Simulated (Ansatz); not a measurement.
Working through a relaxation of cell and ions of HfO2, space group P4_2/mnm

Computed with Ansatz 0.2.0 through its Python package.

Contents of `POSCAR_hfo2`:
```text
HfO2
1.0
   4.81353299    0.00000000    0.00000000
   0.00000000    4.81353299    0.00000000
   0.00000000    0.00000000    3.20541541
Hf O
2 4
Direct
   0.00000000    0.00000000    0.00000000
   0.50000000    0.50000000    0.50000000
   0.19495512    0.80504488    0.50000000
   0.30504488    0.30504488    0.00000000
   0.69495512    0.69495512    0.00000000
   0.80504488    0.19495512    0.50000000
```

Notebook, run cell by cell (the value of a cell's last expression is shown):

```python
import json
import warnings

import ansatz as az
from ase import Atoms
from ase.io import read
from ase.neighborlist import neighbor_list
import numpy as np
```

```python
def edges_and_angles(cell):
    cell = np.asarray(cell)
    a, b, c = np.linalg.norm(cell, axis=1)
    cosines = cell[1] @ cell[2] / (b * c), cell[0] @ cell[2] / (a * c), cell[0] @ cell[1] / (a * b)
    return (a, b, c, *np.degrees(np.arccos(cosines)))

warnings.simplefilter("ignore", az.DeckWarning)
```

```python
atoms = read("POSCAR_hfo2", format="vasp")
crystal = az.Crystal.from_ase(atoms)
```

```python
crystal.resolved().sites[-1]
```

    Site(symbol='O', position=(0.80504488, 0.19495512, 0.5), moment=None, axis=None, held=None, saved=None)

```python
# every cell quantity that the symmetry leaves free
calc = (
    crystal.calculation()
    .kpoints(4, 4, 6)
    .occupations("fixed")
    .functional("r2scan")
    .relax(force_tolerance=0.01, cell=True)
)
result = calc.run(events_out="events.ndjson")
with open("events.ndjson") as stream:
    events = [json.loads(line) for line in stream]
steps = [e["data"] for e in events if e["event"] == "relax_step"]
report = result.report
```

```python
report["converged"], report["free_energy_ev"]
```

    (True, -33752.621348367014)

```python
print("step   energy (eV)     max comp. (eV/A)   P (GPa)  SCF")
for s in steps:
    print(f"{s['step']:4d} {s['lagrangian_ev']:15.5f} {s['allowed_force_max_ev_ang']:12.4f} {s['pressure_gpa']:10.3f} {s['n_scf']:5d}")
```

    step   energy (eV)     max comp. (eV/A)   P (GPa)  SCF
       1    -33752.60923       0.0292      3.565     8
       2    -33752.62027       0.0069     -0.695     7
       3    -33752.62086       0.0057     -0.019     5
       4    -33752.62135       0.0056     -0.024     6

```python
first, last = steps[0], steps[-1]
symbols = [site.symbol for site in result.lattice.sites]
print(f"energy gained {first['lagrangian_ev'] - last['lagrangian_ev']:.4f} eV in {len(steps) - 1} steps")
for label, vectors in (("before", first["cell_ang"]), ("after", result.lattice.cell_ang)):
    print(label, "a b c (A) {:.4f} {:.4f} {:.4f}  angles {:.2f} {:.2f} {:.2f}".format(*edges_and_angles(vectors)), f" V = {abs(np.linalg.det(vectors)):.3f} A^3")
print("final stress xx yy zz (GPa, compression positive):", np.round(np.diag(report["stress_gpa"]), 3) + 0.0)
```

    energy gained 0.0121 eV in 3 steps
    before a b c (A) 4.8135 4.8135 3.2054  angles 90.00 90.00 90.00  V = 74.270 A^3
    after a b c (A) 4.8389 4.8389 3.2197  angles 90.00 90.00 90.00  V = 75.390 A^3
    final stress xx yy zz (GPa, compression positive): [-0.045 -0.045  0.018]

```python
final = Atoms(symbols, positions=last["positions_ang"], cell=result.lattice.cell_ang, pbc=True)
i, j, d = neighbor_list("ijd", final, 4.5)
print("neighbours within 1.1 times the shortest distance of each atom (A)")
for atom in range(len(final)):
    near = [m for m in np.argsort(d) if i[m] == atom]
    shell = [m for m in near if d[m] < 1.1 * d[near[0]]]
    print(f"{symbols[atom]}{atom} ({len(shell)}):", ", ".join(f"{symbols[j[m]]} {d[m]:.3f}" for m in shell))
```

    neighbours within 1.1 times the shortest distance of each atom (A)
    Hf0 (6): O 2.087, O 2.087, O 2.091, O 2.091, O 2.091, O 2.091
    Hf1 (6): O 2.087, O 2.087, O 2.091, O 2.091, O 2.091, O 2.091
    O2 (3): Hf 2.087, Hf 2.091, Hf 2.091
    O3 (3): Hf 2.087, Hf 2.091, Hf 2.091
    O4 (3): Hf 2.087, Hf 2.091, Hf 2.091
    O5 (3): Hf 2.087, Hf 2.091, Hf 2.091

```python
print("atom   start x y z (A)              end x y z (A)")
for symbol, a, b in zip(symbols, first["positions_ang"], last["positions_ang"]):
    print(f"{symbol:3s}", " ".join(f"{v:8.4f}" for v in a), "  ", " ".join(f"{v:8.4f}" for v in b))
```

    atom   start x y z (A)              end x y z (A)
    Hf    0.0000   0.0000   0.0000     -0.0000  -0.0000   0.0000
    Hf    2.4068   2.4068   1.6027      2.4195   2.4195   1.6099
    O     0.9384   3.8751   1.6027      0.9435   3.8954   1.6099
    O     1.4683   1.4683   0.0000      1.4760   1.4760   0.0000
    O     3.3452   3.3452   0.0000      3.3629   3.3629   0.0000
    O     3.8751   0.9384   1.6027      3.8954   0.9435   1.6099

```python
print("%-22s %14.5f eV" % ("F = E - TS", report["free_energy_ev"]))
print("%-22s %14.5f eV" % ("E", report["internal_energy_ev"]))
print("%-22s %14.5f eV" % ("Harris-Foulkes", report["harris_foulkes_ev"]))
print("%-22s %14.5f eV" % ("Fermi level", report["fermi_energy_ev"]))
```

    F = E - TS               -33752.62135 eV
    E                        -33752.62135 eV
    Harris-Foulkes           -33752.62135 eV
    Fermi level                  12.01228 eV

Total energies depend on the potentials; only differences at equal settings carry meaning. A total without «per atom» is that of the whole cell that was run. The run is spin-unpolarised. With fixed filling the reported Fermi level is the top filled level among the k-points of the SCF. Only differences from the Fermi energy are physical; the zero of the scale is a convention. Energies along a relaxation are free energies. Rows at an unchanged volume are solved on a plane-wave basis chosen afresh for that cell, so the energy can jump there; the script counts such rows among its steps. Spin-orbit coupling, which matters for elements this heavy, is left out. The structure comes from a database of computed cells and needn't be a stable or known phase. Finished in 37 s on 1 thread of Arm Neoverse V2, on a shared host, peak memory 0.65 GiB.
